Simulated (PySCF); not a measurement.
# C3H8BFO: the cost of one run

Computed with PySCF 2.14.0, with density-fitted response routines of our own, on a single molecule in the gas phase. Atoms are numbered from 0 throughout.

## Step 1: The starting structure

14 atoms, charge 0, multiplicity 1; geometry from: GFN2-xTB. The atoms were then displaced at random by about 0.01 Å, so the start is not that level's minimum.

Bonds of the start (Å): C0–C1 1.53, C1–B2 1.58, B2–F3 1.37, B2–O4 1.33, O4–C5 1.41, C0–H6 1.06, C0–H7 1.10, C0–H8 1.11, C1–H9 1.08, C1–H10 1.09, C5–H11 1.09, C5–H12 1.09, C5–H13 1.10.

## Step 2: Optimising the geometry at PBE0-D3(BJ)/def2-SVP

What the job is given:

```
{"job": {"xc": "PBE0", "basis": "def2-SVP", "d3": "d3bj", "grid": 1, "shake": 0.01, "kind": "geom"}, "charge": 0, "multiplicity": 1}
C     -1.937920    -0.187450     0.601450
C     -1.299420     0.120950    -0.751220
B      0.275120     0.083530    -0.733840
F      0.994840     0.124730    -1.902040
O      0.978880     0.018080     0.397030
C      2.387070     0.003630     0.502580
H     -1.686270    -1.160420     0.942390
H     -1.606450     0.557340     1.338920
H     -3.042920    -0.091740     0.533910
H     -1.663210    -0.587570    -1.483400
H     -1.622040     1.107270    -1.092210
H      2.862900    -0.171760    -0.460000
H      2.703350     0.965820     0.896400
H      2.648910    -0.797500     1.202280
```

The run is started by

```
> OMP_NUM_THREADS=1 python probes_run.py task.json out
```

This one command runs all jobs of the session in turn.

**Question.** How long does this first job take on 1 thread of Arm Neoverse V2, shared host, and how much memory does it need?

About 80 s, with a peak of 0.51 GiB.
